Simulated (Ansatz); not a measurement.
# TiSn3O8: the cost of one run

Computed with Ansatz 0.2.0 (DFT PBEsol, scalar-relativistic, plane waves, PAW, unless a step's input says otherwise).

That is the level of the relaxation; later steps name their own.

## (1) The starting structure

Symmetry: Immm, No. 71, orthorhombic system. Conventional cell: a = 6.302 Å, b = 6.626 Å, c = 6.626 Å, α = 90.00°, β = 90.00°, γ = 90.00°. Around Ti (site symmetry mmm) lie 6 O at 2.03 Å. Around Sn (site symmetry mmm) lie 6 O at 2.03 Å. Sn (site symmetry 2mm) has 6 O at 2.03 Å as nearest neighbours. O (site symmetry m2m) has 2 Sn at 2.03 Å and 1 Ti at 2.03 Å as nearest neighbours. Around O (site symmetry m2m) lie 3 Sn at 2.03 Å. O (site symmetry m) has 2 Sn at 2.03 Å and 1 Ti at 2.03 Å as nearest neighbours.

As a file:

```xyz
12
Lattice="0.0000 4.6851 -3.1509 0.0000 -4.6851 -3.1509 -4.6851 0.0000 3.1509" Properties=species:S:1:pos:R:3 pbc="T T T"
Ti    0.0000    0.0000   -3.1509
Sn    0.0000    0.0000    0.0000
Sn   -2.3425   -2.3425   -1.5755
Sn   -2.3425    2.3425   -1.5755
O    -3.2463    1.4388    0.0000
O    -3.2463   -3.2463    0.0000
O    -3.7813   -0.9038   -1.5755
O    -3.7813   -0.9038    1.5755
O    -1.4388   -1.4388   -3.1509
O    -1.4388   -1.4388    0.0000
O    -0.9038    0.9038   -4.7264
O    -0.9038    0.9038   -1.5755
```

(A quick probe on a coarse mesh, which set the mesh and smearing, is not shown.)

## (3) Rough relaxation on the coarse mesh

File input.yaml:

```yaml
crystal:
  lattice:
    - [0.0, 4.68507742, -3.15090739]
    - [0.0, -4.68507742, -3.15090739]
    - [-4.68507742, 0.0, 3.15090739]
  atoms:
    - { symbol: Ti, position: [0.5, 0.5, 0.0] }
    - { symbol: Sn, position: [0.0, 0.0, 0.0] }
    - { symbol: Sn, position: [0.25, 0.75, 0.5] }
    - { symbol: Sn, position: [0.75, 0.25, 0.5] }
    - { symbol: O, position: [0.5, 0.1929, 0.6929] }
    - { symbol: O, position: [0.0, 0.6929, 0.6929] }
    - { symbol: O, position: [0.5571, 0.75, 0.8071] }
    - { symbol: O, position: [0.0571, 0.25, 0.8071] }
    - { symbol: O, position: [0.5, 0.8071, 0.3071] }
    - { symbol: O, position: [0.0, 0.3071, 0.3071] }
    - { symbol: O, position: [0.9429, 0.75, 0.1929] }
    - { symbol: O, position: [0.4429, 0.25, 0.1929] }
basis:
  ecutwfc: 420
kpoints:
  mp_grid: { grid: [4, 4, 4] }
hamiltonian:
  xc: pbesol
scf:
  occupations: { method: gaussian, width: 0.1 }
output:
  forces: true
  stress: true
  eigenvalues: true
relax:
  adjacent_minimum: "off"
  f_tol: 0.05
  max_steps: 80
  cell: { stress_tol: 0.5 }
```

Command:

```console
$ ansatz run input.yaml --threads 4 --pin off --max-ram 10240MiB --backend cpu --events-out ev --progress --plain --runs-dir out
```

What time and memory should one allow on 4 threads of Intel Xeon Platinum 8259CL at 2.50GHz (Skylake/Cascade Lake), shared host?

About 28 s, with a peak of 0.67 GiB.
